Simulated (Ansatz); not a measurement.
Relaxation of a periodic cell of 17 atoms, LiSi₁₆ (host Si, host structure diamond, interstitial Li), to a largest force component of 0.08 eV/Å in at most 25 steps.

Method: Ansatz, DFT PBE, scalar-relativistic, plane waves, PAW. Settings: accuracy low, PAW set soft_1, cutoff 420 eV, k mesh 2x2x2, fermi-dirac smearing 0.05 eV, spin collinear.

```xyz
17
Lattice="0.0000 5.4300 5.4300 5.4300 0.0000 5.4300 5.4300 5.4300 0.0000" Properties=species:S:1:pos:R:3
Si 0.000 0.000 0.000
Si 1.357 1.357 1.357
Si 2.715 2.715 0.000
Si 4.072 4.072 1.357
Si 2.715 0.000 2.715
Si 4.072 1.357 4.072
Si 5.430 2.715 2.715
Si 6.787 4.072 4.072
Si 0.000 2.715 2.715
Si 1.357 4.072 4.072
Si 2.715 5.430 2.715
Si 4.072 6.787 4.072
Si 2.715 2.715 5.430
Si 4.072 4.072 6.787
Si 5.430 5.430 5.430
Si 6.787 6.787 6.787
Li 6.102 6.133 8.743
```

**Question.** Where does it end, and by what steps?

**Answer.** It converged. The force dipped under the threshold on the way, but the program's further checks kept it going. Limits of this set-up: coarse k mesh, a small cell, in which the defect meets its images, low accuracy level. After 8 steps the energy has fallen by 0.929 eV; Li17 moved furthest, 1.05 Å. Joined: Si5–Li17 (3.51 → 2.75 Å), Si9–Li17 (3.53 → 2.75 Å), Si14–Li17 (3.49 → 2.41 Å), Si15–Li17 (3.45 → 2.75 Å).

```tsv
step	energy less start (eV)	largest force component (eV/Å)	accepted
0	0.0000	1.658	yes
1	-0.3525	0.619	yes
2	-0.4302	0.109	yes
3	-0.4987	0.296	yes
4	-0.6162	0.366	yes
5	-0.7481	0.306	yes
6	-0.8695	0.198	yes
7	-0.9293	0.023	yes
8	-0.9293	0.023	yes
```

```xyz
17
Lattice="0.0000 5.4300 5.4300 5.4300 0.0000 5.4300 5.4300 5.4300 0.0000" Properties=species:S:1:pos:R:3
Si 0.035 0.036 0.052
Si 1.403 1.405 1.380
Si 2.746 2.748 0.026
Si 4.092 4.094 1.373
Si 2.736 0.044 2.753
Si 4.078 1.431 4.140
Si 5.465 2.773 2.745
Si 6.834 4.101 4.114
Si 0.043 2.738 2.753
Si 1.430 4.080 4.140
Si 2.771 5.467 2.745
Si 4.099 6.835 4.114
Si 2.763 2.765 5.474
Si 4.091 4.093 6.802
Si 5.472 5.474 5.446
Si 6.859 6.861 6.789
Li 5.485 5.486 8.195
```

Whether the end is a true minimum wasn't checked by a vibrational analysis.

Time of the run: 2.1 min on 1 thread of Arm Neoverse V2, with other jobs on the host, peak memory 0.66 GiB.
